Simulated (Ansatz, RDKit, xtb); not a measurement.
# C4H6GeSi: ranking a sample of isomers, part 2 of 2

Which of a sample of isomers of C4H6GeSi is the most stable in the gas at 298.15 K, and what are its properties? The sample is small against all isomers, and the most stable one of this formula need not be in it.

xtb, Ansatz and PySCF; isolated molecules. The steps go on from the part before.

### Step 7. Vibrations and thermal terms

The lowest few in one piece go on as finalists. In this search the thermal terms come from GFN2-xTB at its own nearest minimum. The first, c609a:

start.xyz

```xyz
12
c609a
C     -3.761381    -0.241151     0.379155
C     -2.568522    -0.480395     0.486043
C      0.220298     0.634300     0.508038
C      0.920196     1.631074     0.417663
Ge    -0.223013    -2.274627    -1.275865
Si    -0.786839    -0.893582     0.580188
H     -4.811494    -0.024153     0.292033
H     -0.515127    -1.598302     1.866781
H     -1.052324    -3.568054    -1.248234
H      1.268178    -2.643376    -1.233818
H     -0.512921    -1.527021    -2.584976
H      1.531759     2.513191     0.344989
```

Run with:

```sh
xtb start.xyz --gfn 2 --ohess tight
```

What it wrote (excerpt; [...] marks lines left out):

```text
* xtb version 6.7.1
[...]
          :  # basis functions                  42          :
[...]
          :  # electrons                        30          :
[...]
          :  Hamiltonian                  GFN2-xTB          :
[...]
          :  net charge                          0          :
          :  unpaired electrons                  0          :
[...]
   *** convergence criteria satisfied after 14 iterations ***
[...]
   *** GEOMETRY OPTIMIZATION CONVERGED AFTER 32 ITERATIONS ***
[...]
   *** convergence criteria satisfied after 3 iterations ***
[...]
         ::                     SUMMARY                     ::
         :::::::::::::::::::::::::::::::::::::::::::::::::::::
         :: total energy             -15.111767092299 Eh    ::
         :: gradient norm              0.000315371525 Eh/a0 ::
         :: HOMO-LUMO gap              4.272671314266 eV    ::
         ::.................................................::
         :: SCC energy               -15.441887037546 Eh    ::
         :: -> isotropic ES            0.016297208739 Eh    ::
         :: -> anisotropic ES         -0.003416718019 Eh    ::
         :: -> anisotropic XC          0.020075490024 Eh    ::
         :: -> dispersion             -0.008643771049 Eh    ::
         :: repulsion energy           0.330119945247 Eh    ::
         :: add. restraining           0.000000000000 Eh    ::
         :: total charge               0.000000000000 e     ::
         :::::::::::::::::::::::::::::::::::::::::::::::::::::
[...]
        15        2.0000           -0.3841492             -10.4532 (HOMO)
        16                         -0.2271314              -6.1806 (LUMO)
[...]
molecular dipole:
                 x           y           z       tot (Debye)
 q only:       -0.114       0.277       0.466
   full:       -0.098       0.240       0.331       1.069
molecular quadrupole (traceless):
[...]
          | TOTAL ENERGY              -15.111767092280 Eh   |
          | TOTAL ENTHALPY            -15.033326339682 Eh   |
          | TOTAL FREE ENERGY         -15.080890682945 Eh   |
          | GRADIENT NORM               0.000315406877 Eh/α |
[...]
```

It took 0.36 s on 2 threads of Intel Xeon 6975P-C (Granite Rapids), shared host.

### Step 8. Thermal terms of the finalists

As xtb prints them, at 298.15 K, with its own treatment of low modes:

| label | SMILES | spin | lowest mode (cm⁻¹) | zero-point (kcal/mol) | G − E (kcal/mol) |
| --- | --- | --- | --- | --- | --- |
| c609a | C#C[SiH]([GeH3])C#C | singlet | 17 | 42.2 | 19.4 |
| c158b | C#C[SiH2][GeH2][C]#C | singlet | 7 | 42.3 | 19.8 |
| c686a | C#[C][GeH]([SiH3])[C]#C | singlet | 17 | 42.2 | 19.5 |

### Step 9. Energies at the top level

Single points at CCSD(T)/def2-SVP + MP2/def2-TZVPP - MP2/def2-SVP on the refined geometries decide the order.

c609a, CCSD(T)/def2-SVP:

input.yaml

```yaml
crystal:
  periodic: [false, false, false]
  atoms:
    - {symbol: C, position_ang: [-3.761381, -0.241151, 0.379155]}
    - {symbol: C, position_ang: [-2.568522, -0.480395, 0.486043]}
    - {symbol: C, position_ang: [0.220298, 0.634300, 0.508038]}
    - {symbol: C, position_ang: [0.920196, 1.631074, 0.417663]}
    - {symbol: Ge, position_ang: [-0.223013, -2.274627, -1.275865]}
    - {symbol: Si, position_ang: [-0.786839, -0.893582, 0.580188]}
    - {symbol: H, position_ang: [-4.811494, -0.024153, 0.292033]}
    - {symbol: H, position_ang: [-0.515127, -1.598302, 1.866781]}
    - {symbol: H, position_ang: [-1.052324, -3.568054, -1.248234]}
    - {symbol: H, position_ang: [1.268178, -2.643376, -1.233818]}
    - {symbol: H, position_ang: [-0.512921, -1.527021, -2.584976]}
    - {symbol: H, position_ang: [1.531759, 2.513191, 0.344989]}
basis:
  gaussian: {orbitals: def2-SVP}
correlation: {method: ccsd_t, frozen_orbitals: {Si: 5, Ge: 9, H: 0, C: 1}}
```

Run with:

```sh
ansatz run input.yaml --threads 2 --pin off --max-ram 5220MiB --events-out events.jsonl --progress --plain --runs-dir runs
```

What it wrote (excerpt; [...] marks lines left out):

```text
Warning: RAYON_NUM_THREADS=2 ignored (pool sized by the plan → 2); use --threads N
Functional definition: HF
  name "HF"
[...]
1372 factors; integrals over basis functions are off by at most 1.5e-3 eV
[...]
mean field -68536.81601516 eV, -2518.6815326346 hartree, gradient 2.1e-6 eV, S^2 0.000000; 0 other end points of the search recorded, 0 dependent functions left out
18 core orbitals not correlated: weight in the atoms' cores, before any rotation towards them, 1.000 or more for the frozen orbitals, at most 0.000 for the correlated occupied ones
reference -68536.81601516 eV, -2518.6815326346 hartree; 20, 20 occupied and 98, 98 virtual orbitals, 1372 factors
second order -22.47895394 eV of doubles, -0.00000000 eV of singles
cycle   1  -22.62378251 eV  change   -1.4e-1 eV  update   1.3e-1
[...]
cycle   9  -23.66020028 eV  change   -1.3e-5 eV  update   1.8e-5
perturbative correction -0.97414644 eV, -0.0357992212 hartree
Total energy: -68561.45036187 eV, -2519.5868281785 hartree
```

Wall time 15 s (2 threads of Intel Xeon 6975P-C (Granite Rapids), shared host); peak memory 0.97 GiB.

### Step 10. c609a at MP2/def2-TZVPP

input.yaml: that of step 9 with these lines changed.

```diff
@@ -16,3 +16,4 @@
 basis:
-  gaussian: {orbitals: def2-SVP}
-correlation: {method: ccsd_t, frozen_orbitals: {Si: 5, Ge: 9, H: 0, C: 1}}
+  gaussian: {orbitals: def2-TZVPP}
+total_charge: 0
+correlation: {method: mp2, frozen_orbitals: {Si: 5, Ge: 9, H: 0, C: 1}}
```

Run with:

```sh
ansatz run input.yaml --threads 2 --pin off --max-ram 5220MiB --events-out events.jsonl --progress --plain --runs-dir runs
```

What it wrote:

```text
Warning: RAYON_NUM_THREADS=2 ignored (pool sized by the plan → 2); use --threads N
[... 2 set-up lines as earlier in the session ...]
  exchange = exact_x
  correlation = 0
1796 factors; integrals over basis functions are off by at most 9.6e-4 eV
mean field evaluation 1: about -68547.0173 eV, gradient 3.6e1 eV
mean field evaluation 2: about -68547.4379 eV, gradient 3.6e1 eV
mean field evaluation 4: about -68551.5309 eV, gradient 4.1e0 eV
mean field evaluation 8: about -68551.5928 eV, gradient 2.7e-1 eV
mean field -68551.59309928 eV, -2519.2245804597 hartree, gradient 2.1e-6 eV, S^2 0.000000; 0 other end points of the search recorded, 0 dependent functions left out
18 core orbitals not correlated: weight in the atoms' cores, before any rotation towards them, 1.000 or more for the frozen orbitals, at most 0.000 for the correlated occupied ones
reference -68551.59309928 eV, -2519.2245804597 hartree; 20, 20 occupied and 260, 260 virtual orbitals, 1796 factors
second order -26.66991236 eV of doubles, -0.00000000 eV of singles
Total energy: -68578.26301164 eV, -2520.2046816614 hartree
```

Run time: 10 s. Hardware: 2 threads of Intel Xeon 6975P-C (Granite Rapids), shared host; peak memory 0.88 GiB.

### Step 11. c158b at CCSD(T)/def2-SVP

input.yaml

```yaml
crystal:
  periodic: [false, false, false]
  atoms:
    - {symbol: C, position_ang: [1.567811, -0.289182, -3.581708]}
    - {symbol: C, position_ang: [0.903244, -0.731194, -2.656850]}
    - {symbol: C, position_ang: [-1.159936, -0.212581, 1.881061]}
    - {symbol: C, position_ang: [-1.827446, -0.673329, 2.793431]}
    - {symbol: Ge, position_ang: [-0.134089, 0.416231, 0.409078]}
    - {symbol: Si, position_ang: [-0.080174, -1.316314, -1.227480]}
    - {symbol: H, position_ang: [2.151760, 0.091312, -4.401305]}
    - {symbol: H, position_ang: [-1.469785, -1.637184, -1.666419]}
    - {symbol: H, position_ang: [0.549198, -2.538023, -0.646134]}
    - {symbol: H, position_ang: [1.275363, 0.759822, 0.911568]}
    - {symbol: H, position_ang: [-0.799325, 1.687045, -0.138266]}
    - {symbol: H, position_ang: [-2.413973, -1.067650, 3.604411]}
basis:
  gaussian: {orbitals: def2-SVP}
correlation: {method: ccsd_t, frozen_orbitals: {Si: 5, Ge: 9, H: 0, C: 1}}
```

Run with:

```sh
ansatz run input.yaml --threads 2 --pin off --max-ram 5220MiB --events-out events.jsonl --progress --plain --runs-dir runs
```

What it wrote (excerpt; [...] marks lines left out):

```text
Warning: RAYON_NUM_THREADS=2 ignored (pool sized by the plan → 2); use --threads N
[... 2 set-up lines as earlier in the session ...]
[...]
1372 factors; integrals over basis functions are off by at most 1.2e-3 eV
[...]
mean field -68536.65432498 eV, -2518.6755906303 hartree, gradient 1.8e-6 eV, S^2 0.000000; 0 other end points of the search recorded, 0 dependent functions left out
18 core orbitals not correlated: weight in the atoms' cores, before any rotation towards them, 1.000 or more for the frozen orbitals, at most 0.000 for the correlated occupied ones
reference -68536.65432498 eV, -2518.6755906303 hartree; 20, 20 occupied and 98, 98 virtual orbitals, 1372 factors
second order -22.45113104 eV of doubles, -0.00000000 eV of singles
cycle   1  -22.61568782 eV  change   -1.6e-1 eV  update   1.3e-1
[...]
cycle   9  -23.65074856 eV  change   -2.7e-5 eV  update   2.1e-5
perturbative correction -0.97029535 eV, -0.0356576964 hartree
Total energy: -68561.27536889 eV, -2519.5803973051 hartree
```

Wall time 16 s (2 threads of Intel Xeon 6975P-C (Granite Rapids), shared host); peak memory 0.97 GiB.

### Step 12. Putting it together

Energies in kcal/mol from c609a; G adds the thermal terms to the CCSD(T)/def2-SVP + MP2/def2-TZVPP - MP2/def2-SVP energy. The columns left of the relaxed level are at the tight-binding geometries.

| label | SMILES | spin | GFN2-xTB | HF/STO-3G | r2SCAN-D4/def2-SVP | r2SCAN-D4/def2-SVP, relaxed | HF/def2-SVP | MP2/def2-SVP | CCSD(T)/def2-SVP + MP2/def2-TZVPP - MP2/def2-SVP | G | share at equilibrium | T1 |
| --- | --- | --- | --- | --- | --- | --- | --- | --- | --- | --- | --- | --- |
| c609a | C#C[SiH]([GeH3])C#C | singlet | 0.0 | 0.0 | 0.0 | 0.0 | 0.0 | 0.0 | 0.0 | 0.0 | 99.9 % | 0.013 |
| c158b | C#C[SiH2][GeH2][C]#C | singlet | -1.9 | 0.5 | 4.1 | 4.9 | 3.7 | 4.4 | 3.7 | 4.2 | 0.1 % | 0.013 |
| c686a | C#[C][GeH]([SiH3])[C]#C | singlet | -2.9 | 1.1 | 9.1 | 10.1 | 8.0 | 7.9 | 7.2 | 7.3 | < 0.1 % | 0.013 |

Lowest found: c609a, `C#C[SiH]([GeH3])C#C`, a singlet. Bond lengths: C1–C2 1.221 Å, C3–C4 1.221 Å, C2–Si6 1.831 Å, C3–Si6 1.831 Å, Ge5–Si6 2.381 Å, C1–H7 1.076 Å, Si6–H8 1.492 Å, Ge5–H9 1.537 Å, Ge5–H10 1.537 Å, Ge5–H11 1.535 Å, C4–H12 1.076 Å. Some angles: C1–C2–Si6 177.3°, C4–C3–Si6 177.4°, C2–Si6–C3 110.2°, C2–Si6–Ge5 108.7°, C3–Si6–Ge5 108.8°, C2–C1–H7 179.5°, C3–C4–H12 179.5°, C2–Si6–H8 109.2°, C3–Si6–H8 109.1°, Ge5–Si6–H8 110.8°.

```xyz
12

C    -3.7614   -0.2412    0.3792
C    -2.5685   -0.4804    0.4860
C     0.2203    0.6343    0.5080
C     0.9202    1.6311    0.4177
Ge   -0.2230   -2.2746   -1.2759
Si   -0.7868   -0.8936    0.5802
H    -4.8115   -0.0242    0.2920
H    -0.5151   -1.5983    1.8668
H    -1.0523   -3.5681   -1.2482
H     1.2682   -2.6434   -1.2338
H    -0.5129   -1.5270   -2.5850
H     1.5318    2.5132    0.3450
```

### Step 13. Outcome

What follows sums up all 2 parts.

```
                                 quantity                                                                  value
                   lowest structure found                                           C#C[SiH]([GeH3])C#C, singlet
                            next finalist                C#C[SiH2][GeH2][C]#C, singlet, 4.2 kcal/mol higher in G
share at equilibrium, among the finalists                                                                 99.9 %
                                   funnel  4 starts, 4 minima at GFN2-xTB, 6 screening runs, 3 relaxed, 3 ranked
                     CPU time of all runs                                                                4.6 min
```

In words: `C#C[SiH]([GeH3])C#C` comes out lowest. The margin of 4.2 kcal/mol over the next finalist is beyond the usual error of the last level; it says nothing of structures that weren't ranked. HF/STO-3G, r2SCAN-D4/def2-SVP, r2SCAN-D4/def2-SVP, relaxed, HF/def2-SVP and MP2/def2-SVP already put its bonding pattern lowest among the structures in one piece; GFN2-xTB favours the singlet C#[C][GeH]([SiH3])[C]#C. The largest share of the time went into the final energies (54 %). Lowest found is not proven lowest: the search is finite, and each finalist counts with one conformer. Only 3 drawn patterns were tried, so whole families of isomers are missing, and the result ranks this sample alone.
